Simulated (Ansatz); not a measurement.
# C2H4BrFO: the cost of one run

All numbers below are computed with Ansatz 0.2.0 (RKS PBE0-D4/def2-SVP).

## 1. Starting point

Bond lengths: C1–O2 1.416 Å, O2–C3 1.423 Å, C3–F4 1.266 Å, C3–Br5 1.953 Å, C1–H6 1.163 Å, C1–H7 1.061 Å, C1–H8 1.050 Å, C3–H9 1.130 Å. Angles: C1–O2–C3 112.1°, O2–C1–H6 106.2°, O2–C1–H7 109.5°, O2–C1–H8 110.4°, H6–C1–H7 108.2°, H6–C1–H8 109.2°, H7–C1–H8 113.1°, O2–C3–F4 109.6°, O2–C3–Br5 107.9°, O2–C3–H9 112.2°, F4–C3–Br5 108.4°, F4–C3–H9 113.6°, Br5–C3–H9 104.7°.

Structure file:

```xyz
9

C    -0.1259   -1.0839   -0.6641
O     0.7176    0.0112   -0.3583
C     0.1377    0.8807    0.6077
F    -0.9160    1.3991    0.1352
Br    1.4180    2.3089    0.9742
H    -1.0884   -0.6310   -1.1335
H     0.3413   -1.6969   -1.3937
H    -0.3802   -1.6050    0.2108
H    -0.0157    0.3705    1.6046
```

## 2. End point A

Contents of input.yaml:

```yaml
crystal:
  periodic: [false, false, false]
  atoms:
    - { symbol: C, position_ang: [-0.1259, -1.0839, -0.6641] }
    - { symbol: O, position_ang: [0.7176, 0.0112, -0.3583] }
    - { symbol: C, position_ang: [0.1377, 0.8807, 0.6077] }
    - { symbol: F, position_ang: [-0.916, 1.3991, 0.1352] }
    - { symbol: Br, position_ang: [1.418, 2.3089, 0.9742] }
    - { symbol: H, position_ang: [-1.0884, -0.631, -1.1335] }
    - { symbol: H, position_ang: [0.3413, -1.6969, -1.3937] }
    - { symbol: H, position_ang: [-0.3802, -1.605, 0.2108] }
    - { symbol: H, position_ang: [-0.0157, 0.3705, 1.6046] }
basis:
  gaussian: { orbitals: def2-SVP }
hamiltonian:
  xc: pbe0
  dispersion: d4
relax:
  f_tol: 0.015
  max_steps: 40
```

Started as:

```console
$ ansatz run input.yaml --threads 2 --pin off --max-ram 3072MiB --backend cpu --events-out ev --progress --plain --runs-dir out
```

**Question.** How long does this run take on 2 threads of AMD EPYC 9R14 (Zen 4), shared host, and how much memory does it need?

About 16 s, with a peak of 0.28 GiB.
